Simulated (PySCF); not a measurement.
# C5H15Ge ([GeMe5]-): the cost of one run

Programs: PySCF 2.14.0, with density-fitted response routines of our own. Each step states its level of theory. These are calculated values for one molecule in the gas phase, unless marked as measured. Atoms count from 0, in the outputs and in this text.

## 1. Starting geometry

21 atoms, charge -1, multiplicity 1; geometry from: GFN2-xTB. The atoms were then displaced at random by about 0.03 Å, so the start is not that level's minimum.

Bonds of the start (Å): Ge0–C1 2.12, Ge0–C5 2.16, Ge0–C9 1.99, Ge0–C13 2.18, Ge0–C17 2.02, C1–H2 1.06, C1–H3 0.99, C1–H4 1.08, C5–H6 1.05, C5–H7 1.11, C5–H8 1.07, C9–H10 1.08, C9–H11 1.08, C9–H12 1.10, C13–H14 1.05, C13–H15 1.03, C13–H16 1.14, C17–H18 1.13, C17–H19 1.12, C17–H20 1.06.

## 2. Geometry optimisation at PBE0-D3(BJ)/def2-SVP

The job: settings as JSON, then the geometry in Å.

```
{"job": {"xc": "PBE0", "basis": "def2-SVP", "d3": "d3bj", "grid": 1, "maxiter": 40, "shake": 0.03, "kind": "geom"}, "charge": -1, "multiplicity": 1}
Ge     0.060860    -0.077050     0.021700
C     -0.014150    -0.029550     2.142300
H      0.348080    -0.952680     2.525540
H     -0.902010     0.100300     2.550780
H      0.595120     0.775190     2.532040
C     -0.014200     0.030310    -2.136640
H     -0.973900     0.162480    -2.539060
H      0.414900    -0.905300    -2.562750
H      0.621080     0.826720    -2.477620
C      2.046690    -0.025470     0.032260
H      2.421420    -0.545880    -0.840410
H      2.477270    -0.481190     0.915770
H      2.340530     1.034030    -0.060870
C     -1.062430     1.795960     0.027840
H     -0.942060     2.278210     0.955360
H     -2.069730     1.648940    -0.157210
H     -0.646320     2.475340    -0.787750
C     -1.071550    -1.753000     0.004700
H     -0.356080    -2.622110    -0.125640
H     -1.816620    -1.788410    -0.829590
H     -1.643630    -1.930860     0.879670
```

Launch:

```bash
$ OMP_NUM_THREADS=1 python probes_run.py task.json out
```

One launch serves the whole session: the jobs run in the order shown.

Q: Estimate the wall time and peak memory of this first job on 1 thread of Arm Neoverse V1, shared host.

About 2 min, with a peak of 0.77 GiB.
